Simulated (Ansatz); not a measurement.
# Sn3As2: the cost of one run

Computed with Ansatz 0.2.0 (DFT PBE, scalar-relativistic, plane waves, PAW, unless a step's input says otherwise).

### 1 Starting point

The structure is trigonal, space group R-3m (No. 166). Conventional cell: a = 4.187 Å, b = 4.187 Å, c = 24.961 Å, α = 90.00°, β = 90.00°, γ = 120.00°. Sn (site symmetry 3m) is surrounded by 4 As at 2.57 Å and 3 Sn at 2.95 Å. Sn (site symmetry -3m) is surrounded by 2 As at 2.44 Å. As (site symmetry 3m) is surrounded by 5 Sn at 2.44 to 2.57 Å.

Coordinates:

```cif
data_structure
_symmetry_space_group_name_H-M 'R-3m:H'
_symmetry_Int_Tables_number 166
_cell_length_a 4.1870
_cell_length_b 4.1870
_cell_length_c 24.9614
_cell_angle_alpha 90.000
_cell_angle_beta 90.000
_cell_angle_gamma 120.000
_cell_volume 378.97
loop_
_atom_site_label
_atom_site_type_symbol
_atom_site_symmetry_multiplicity
_atom_site_Wyckoff_symbol
_atom_site_fract_x
_atom_site_fract_y
_atom_site_fract_z
_atom_site_occupancy
Sn1 Sn 6 c 0.00000 0.00000 0.70065 1
Sn2 Sn 3 b 0.66667 0.33333 0.83333 1
As1 As 6 c 0.66667 0.33333 0.93100 1
```

The cell is invented: close-packed anion layers stacked AB|B, with sites between them filled layer by layer (R-3m, No. 166). Lengths come from tabulated atomic sizes and are only a guess.

### 2 Probe: one point on a coarse mesh

File input.yaml:

```yaml
crystal:
  lattice:
    - [2.0935, 1.20868279, 8.32046448]
    - [-2.0935, 1.20868279, 8.32046448]
    - [0.0, -2.41736558, 8.32046448]
  atoms:
    - { symbol: Sn, position: [0.70064986, 0.70064986, 0.70064986] }
    - { symbol: Sn, position: [0.29935014, 0.29935014, 0.29935014] }
    - { symbol: Sn, position: [0.5, 0.5, 0.5] }
    - { symbol: As, position: [0.59767083, 0.59767083, 0.59767083] }
    - { symbol: As, position: [0.40232917, 0.40232917, 0.40232917] }
basis:
  ecutwfc: 420
kpoints:
  mp_grid: { grid: [6, 6, 6] }
hamiltonian:
  xc: pbe
scf:
  occupations: { method: gaussian, width: 0.1 }
  lower_state_search: "off"
output:
  forces: true
  stress: true
  eigenvalues: true
```

Run with:

```
$ ansatz run input.yaml --threads 1 --pin off --max-ram 2560MiB --backend cpu --events-out ev --progress --plain --runs-dir out
```

Q: Estimate wall time and peak memory on 1 thread of Intel Xeon 6975P-C (Granite Rapids), shared host.

About 5 s, with a peak of 0.51 GiB.
